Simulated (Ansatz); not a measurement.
**C2H8BClSi: one species, many methods**

One table from this session's results is given with a row withheld; the runs are named, their logs left out.

Method: functionals in def2-TZVPP, the program's frozen cores in correlated methods; program: Ansatz 0.2.0, Gaussian basis.

The runs, in order: PBE-D4, r2SCAN-D4, PBE0-D4, B3LYP-D4, ωB97X-V, ωB97M-V, B2PLYP; CCSD(T)/def2-TZVPP; MP2/def2-QZVPP; extrapolation to the limit.

### Structure used throughout

An earlier PBE0-D4 in a triple-zeta def2 set relaxation fixed the geometry.

SMILES `CB([SiH3])CCl`, 13 atoms, charge 0, spin multiplicity 1.

Atoms are counted from 1 here; the program's logs count them from 0.

Bond lengths: C1–B2 1.564 Å, C1–H6 1.100 Å, C1–H7 1.094 Å, C1–H8 1.092 Å, B2–Si3 2.022 Å, B2–C4 1.569 Å, Si3–H9 1.495 Å, Si3–H10 1.490 Å, Si3–H11 1.491 Å, C4–Cl5 1.817 Å, C4–H12 1.087 Å, C4–H13 1.089 Å. Angles: B2–C1–H6 106.2°, B2–C1–H7 113.9°, B2–C1–H8 114.2°, H6–C1–H7 106.9°, H6–C1–H8 105.9°, H7–C1–H8 109.0°, C1–B2–Si3 121.8°, C1–B2–C4 119.6°, Si3–B2–C4 118.6°, B2–Si3–H9 109.0°, B2–Si3–H10 112.4°, B2–Si3–H11 112.7°, H9–Si3–H10 106.9°, H9–Si3–H11 107.2°, H10–Si3–H11 108.3°, B2–C4–Cl5 86.1°, B2–C4–H12 120.4°, B2–C4–H13 118.9° and more.

Geometry (Å):

```mol
C2H8BClSi
  3D, bonds by distance, orders not assigned

 13 12  0  0  0  0  0  0  0  0999 V2000
   -1.6275   -0.2499   -0.2731 C   0  0
   -0.1356    0.1308    0.0044 B   0  0
    1.2351   -1.2539    0.5450 Si  0  0
    0.3075    1.6339   -0.0750 C   0  0
    0.7843    1.2724   -1.7902 Cl  0  0
   -2.1067   -0.3544    0.7117 H   0  0
   -2.1862    0.5151   -0.8194 H   0  0
   -1.7578   -1.2118   -0.7733 H   0  0
    0.9140   -1.7455    1.9196 H   0  0
    1.2275   -2.4430   -0.3532 H   0  0
    2.6215   -0.7070    0.5848 H   0  0
    1.2028    1.9716    0.4404 H   0  0
   -0.4584    2.4071   -0.1071 H   0  0
  1  2  8  0
  2  3  8  0
  2  4  8  0
  4  5  8  0
  1  6  8  0
  1  7  8  0
  1  8  8  0
  3  9  8  0
  3 10  8  0
  3 11  8  0
  4 12  8  0
  4 13  8  0
M  END
```

Set-up of the first run:

The input, in.yaml:

```yaml
crystal:
  periodic: [false, false, false]
  atoms:
    - {symbol: C, position_ang: [-1.627452, -0.249895, -0.273121]}
    - {symbol: B, position_ang: [-0.135644, 0.130825, 0.004401]}
    - {symbol: Si, position_ang: [1.235057, -1.253855, 0.545018]}
    - {symbol: C, position_ang: [0.307496, 1.633905, -0.074985]}
    - {symbol: Cl, position_ang: [0.784273, 1.272390, -1.790240]}
    - {symbol: H, position_ang: [-2.106744, -0.354404, 0.711737]}
    - {symbol: H, position_ang: [-2.186231, 0.515063, -0.819366]}
    - {symbol: H, position_ang: [-1.757766, -1.211759, -0.773347]}
    - {symbol: H, position_ang: [0.913998, -1.745547, 1.919649]}
    - {symbol: H, position_ang: [1.227467, -2.443028, -0.353243]}
    - {symbol: H, position_ang: [2.621544, -0.707012, 0.584819]}
    - {symbol: H, position_ang: [1.202786, 1.971598, 0.440364]}
    - {symbol: H, position_ang: [-0.458385, 2.407122, -0.107084]}
basis:
  gaussian: {orbitals: def2-TZVPP}
hamiltonian: {xc: pbe, dispersion: d4}
output: {forces: true, orbitals: {seedname: orbitals}}
```

Started as:

```
ansatz run in.yaml --threads 4 --pin off --events-out ev --progress --plain --max-ram 10444MiB
```

Among the steps run: PBE-D4 (GGA); r2SCAN-D4 (meta-GGA); PBE0-D4 (hybrid); B3LYP-D4 (hybrid); ωB97X-V (range-separated); ωB97M-V (range-separated); B2PLYP (double hybrid); CCSD(T) in def2-TZVPP; MP2 in def2-QZVPP.

One table of the session follows, with a row left open; its other results are not shown here.

```
            method  atomisation energy (kcal/mol)
            PBE-D4                         1094.9
         r2SCAN-D4                         1086.9
           PBE0-D4                         1085.8
          B3LYP-D4                         1081.5
           ωB97X-V                         1084.8
           ωB97M-V                         1084.7
            B2PLYP                              ?
     HF/def2-TZVPP                          823.6
    MP2/def2-TZVPP                         1063.0
   CCSD/def2-TZVPP                         1041.5
CCSD(T)/def2-TZVPP                         1054.7
           MP2/CBS                         1086.9
       CCSD(T)/CBS                         1078.5
```

Estimate the missing values for B2PLYP.

**Answer.** atomisation energy (kcal/mol): 1067.9. In the column «atomisation energy (kcal/mol)» it lies between MP2/def2-TZVPP (1063.0) and CCSD(T)/CBS (1078.5).
